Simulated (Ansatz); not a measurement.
# NiO, space group Fm-3m: the spin response to a magnetic field

With Ansatz's Python interface.

Interactive session:
```pycon
>>> from dataclasses import dataclass
>>> import warnings
>>> import ansatz as az
>>> import numpy as np
>>> @dataclass
... class Settings:
...     mesh: tuple[int, ...] = (5, 5, 5)
...     occupations: str = "methfessel_paxton"
...     smearing_width: float = 0.15
...
>>> cfg = Settings()
>>> warnings.simplefilter("ignore", az.DeckWarning)
>>> xtal = (
...     az.Lattice.from_parameters(2.94991, 2.94991, 2.94991, alpha=60.0, beta=60.0, gamma=60.0)
...     .atom("Ni", [0.0, 0.0, 0.0])
...     .atom("O", [0.5, 0.5, 0.5])
...     .moments(Ni=1.0)
... )
>>> xtal.resolved().tree()["lattice"]
((2.94991, 0.0, 0.0), (1.4749550000000002, 2.5546969988777533, 0.0), (1.4749550000000002, 0.8515656662925846, 2.4085914290445083))
>>> model = (
...     xtal.calculation()
...     .functional(az.Functional.PBE)
...     .accuracy("low")
...     .kpoints(*cfg.mesh)
...     .occupations(cfg.occupations, width=cfg.smearing_width)
...     .mixing("broyden", preconditioner="kerker_dos")
...     .scf(algorithm="direct_min")
...     .spin("collinear")
... )
>>> # the field acts on the spins alone; such large fields lift the response over the noise
>>> rows = []
>>> for tesla in [0, 100, 200, 400]:
...     data = (model.magnetic_field(tesla) if tesla else model).run(threads=1).report
...     rows.append((tesla, data["magnetization_mub"], data["free_energy_ev"], data["components"].get("e_zeeman", 0.0)))
...

>>> print("         B (T)      moment muB            F eV  Zeeman term eV")
         B (T)      moment muB            F eV  Zeeman term eV
>>> for row in rows:
...     print(f"{str(row[0]):>14s}  {row[1]:14.4f}  {row[2]:14.5f}  {row[3]:14.5f}")
...
             0          1.7508     -6405.67419         0.00000
           100          1.7590     -6405.68435        -0.01018
           200          1.7655     -6405.69456        -0.02044
           400          1.7741     -6405.71505        -0.04108
>>> slope = np.polyfit([row[0] for row in rows], [row[1] for row in rows], 1)[0]
>>> print(f"dM/dB = {1000 * slope:.4f} muB per 1000 T per cell")
dM/dB = 0.0570 muB per 1000 T per cell
```

Reading the output:
- The settings weren't tested for convergence.
- The magnetic order follows from the starting moments and needn't be the lowest.
- For a metal this mesh is far too coarse, so the numbers only illustrate the procedure.
- With one magnetic atom the cell can hold only ferromagnetic order.
- Without a Hubbard U or exact exchange, semilocal functionals often make such 3d compounds metallic or too weakly gapped.
- The starting cell is as deposited in a crystallographic database; the results hold for this polymorph, which needn't be the stable one.
- Orbital magnetism is left out. The response of a metal hangs strongly on mesh and smearing, and a straight-line fit holds only where the moment is linear in the field.
- Wall time of the script: 10 s on 1 thread of Intel(R) Xeon(R) Platinum 8488C (Sapphire Rapids) (shared host), peak memory 0.38 GiB.

(Lines on the test bed's own set-up are left out of the output.)
